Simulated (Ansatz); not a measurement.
# C2H6SSi2: up Jacob's ladder to CCSD(T)

Aim: compute C2H6SSi2 with functionals from several rungs and with coupled cluster. The yardstick is the atomisation energy at the CCSD(T) limit.

Computed with Ansatz 0.2.0, Gaussian basis. Level: functionals in def2-TZVPP, the program's frozen cores in correlated methods.

Plan: PBE-D4, r2SCAN-D4, PBE0-D4, B3LYP-D4, ωB97X-V, ωB97M-V, B2PLYP; CCSD(T)/def2-TZVPP; MP2/def2-QZVPP; extrapolation to the limit.

## 1. The relaxed structure

All runs share one geometry, relaxed beforehand with PBE0-D4 in a triple-zeta def2 set.

SMILES `[SiH3][SiH]1C=CS1`, 11 atoms, charge 0, spin multiplicity 1.

Atoms are counted from 1 here; the program's logs count them from 0.

Bond lengths: Si1–Si2 2.335 Å, Si1–H6 1.488 Å, Si1–H7 1.485 Å, Si1–H8 1.489 Å, Si2–C3 1.844 Å, Si2–S5 2.179 Å, Si2–H9 1.488 Å, C3–C4 1.343 Å, C3–H10 1.081 Å, C4–S5 1.778 Å, C4–H11 1.087 Å. Angles: Si2–Si1–H6 110.0°, Si2–Si1–H7 108.9°, Si2–Si1–H8 110.5°, H6–Si1–H7 109.6°, H6–Si1–H8 108.6°, H7–Si1–H8 109.3°, Si1–Si2–C3 116.5°, Si1–Si2–S5 111.4°, Si1–Si2–H9 112.6°, C3–Si2–S5 80.1°, C3–Si2–H9 118.3°, S5–Si2–H9 113.9°, Si2–C3–C4 94.8°, Si2–C3–H10 139.3°, C4–C3–H10 125.8°, C3–C4–S5 112.2°, C3–C4–H11 128.5°, S5–C4–H11 119.3° and more.

## 2. PBE-D4 (GGA)

in.yaml reads:

```yaml
crystal:
  periodic: [false, false, false]
  atoms:
    - {symbol: Si, position_ang: [-1.938624, 0.024573, 0.601330]}
    - {symbol: Si, position_ang: [0.346229, 0.505005, 0.573513]}
    - {symbol: C, position_ang: [1.450059, -0.782569, -0.151177]}
    - {symbol: C, position_ang: [1.698716, -0.095707, -1.277823]}
    - {symbol: S, position_ang: [0.924448, 1.505063, -1.274501]}
    - {symbol: H, position_ang: [-2.720295, 1.280748, 0.755416]}
    - {symbol: H, position_ang: [-2.306629, -0.637818, -0.676063]}
    - {symbol: H, position_ang: [-2.266957, -0.880336, 1.737397]}
    - {symbol: H, position_ang: [0.797040, 1.207857, 1.805268]}
    - {symbol: H, position_ang: [1.801047, -1.780795, 0.071096]}
    - {symbol: H, position_ang: [2.280366, -0.402923, -2.143755]}
basis:
  gaussian: {orbitals: def2-TZVPP}
hamiltonian: {xc: pbe, dispersion: d4}
output: {forces: true, orbitals: {seedname: orbitals}}
```

On the command line:

```sh
> ansatz run in.yaml --threads 4 --pin off --events-out ev --progress --plain --max-ram 10444MiB
```

The runs that follow: r2SCAN-D4 (meta-GGA); PBE0-D4 (hybrid); B3LYP-D4 (hybrid); ωB97X-V (range-separated); ωB97M-V (range-separated); B2PLYP (double hybrid); CCSD(T) in def2-TZVPP; MP2 in def2-QZVPP.

Q: Predict the results of all the runs planned. Wanted: atomisation energy, CCSD(T)/CBS; farthest; mean size of error, hybrid; mean size of error, range-separated; gap, smallest and largest; T1 diagnostic; triples share of the correlation energy.

**Answer**, as computed:

```
                               quantity                                 value
        atomisation energy, CCSD(T)/CBS                         3875.6 kJ/mol
 functionals within 19.4 kJ/mol (0.5 %)            PBE0-D4, B3LYP-D4, ωB97M-V
                               farthest                 PBE-D4 (+66.1 kJ/mol)
             mean size of error, hybrid                           13.9 kJ/mol
    mean size of error, range-separated                           20.6 kJ/mol
              gap, smallest and largest  3.87 eV (PBE-D4), 10.10 eV (ωB97X-V)
                          T1 diagnostic                                0.0141
triples share of the correlation energy                                 4.7 %
```

**Reading.** PBE-D4 misses by +66.1 kJ/mol. Double hybrids carry the basis error of their MP2 part in triple zeta, and no dispersion term here, so their miss is partly the set-up's. The reference freezes the cores and leaves out relativity and excitations past (T), so misses under about 19.4 kJ/mol can't be ranked. Hartree-Fock recovers 73 % of the binding; the rest is correlation. Orbital gaps span 3.9 to 10.1 eV; exact exchange widens them.
